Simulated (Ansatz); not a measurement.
# GaAs: the cost of one run

Program: Ansatz 0.2.0 (single point, r2SCAN, plane waves PAW). Host: Arm Neoverse N1, 56 cores, 56 hardware threads, 90 GiB; it was booked for these runs alone, one at a time. Each run is timed once from launch to exit, start-up included.

### Step 1. The system

The cell holds 16 atoms in 380 Å³, 2×2×2 copies of a database cell, with the atoms displaced at random so that no symmetry is left.

### Step 2. First run

File input.yaml:

```yaml
crystal:
  lattice:
    - [0.000000, 5.750182, 5.750182]
    - [5.750182, 0.000000, 5.750182]
    - [5.750182, 5.750182, 0.000000]
  atoms:
    - { symbol: Ga, position: [0.011501, -0.003260, 0.001942] }
    - { symbol: As, position: [0.125721, 0.129108, 0.118103] }
    - { symbol: Ga, position: [-0.002040, -0.003696, 0.494714] }
    - { symbol: As, position: [0.120849, 0.122479, 0.623589] }
    - { symbol: Ga, position: [-0.004460, 0.502076, -0.002693] }
    - { symbol: As, position: [0.109270, 0.630857, 0.123072] }
    - { symbol: Ga, position: [-0.003656, 0.501320, 0.501131] }
    - { symbol: As, position: [0.125260, 0.620797, 0.625942] }
    - { symbol: Ga, position: [0.492438, 0.007100, -0.006225] }
    - { symbol: As, position: [0.623984, 0.125094, 0.126077] }
    - { symbol: Ga, position: [0.498787, 0.002375, 0.482121] }
    - { symbol: As, position: [0.623850, 0.123576, 0.622228] }
    - { symbol: Ga, position: [0.506890, 0.494556, -0.001048] }
    - { symbol: As, position: [0.614341, 0.625703, 0.116342] }
    - { symbol: Ga, position: [0.491597, 0.511005, 0.502833] }
    - { symbol: As, position: [0.624309, 0.625196, 0.617207] }
kpoints:
  mp_grid: { grid: [3, 3, 3] }
hamiltonian:
  xc: r2scan
  pseudopotentials: { azcp: { folder: soft_1 } }
scf:
  occupations: { method: fermi_dirac, width: 0.1 }
output: { forces: true }
```

Run with:

```
$ taskset -c 8-63 ansatz run input.yaml --backend cpu --max-ram 64GiB --events-out ev --progress --plain --runs-dir out
```

What time and memory should one allow on 56 threads of Arm Neoverse N1, host not shared?

About 8.7 s, with a peak of 5 GiB.
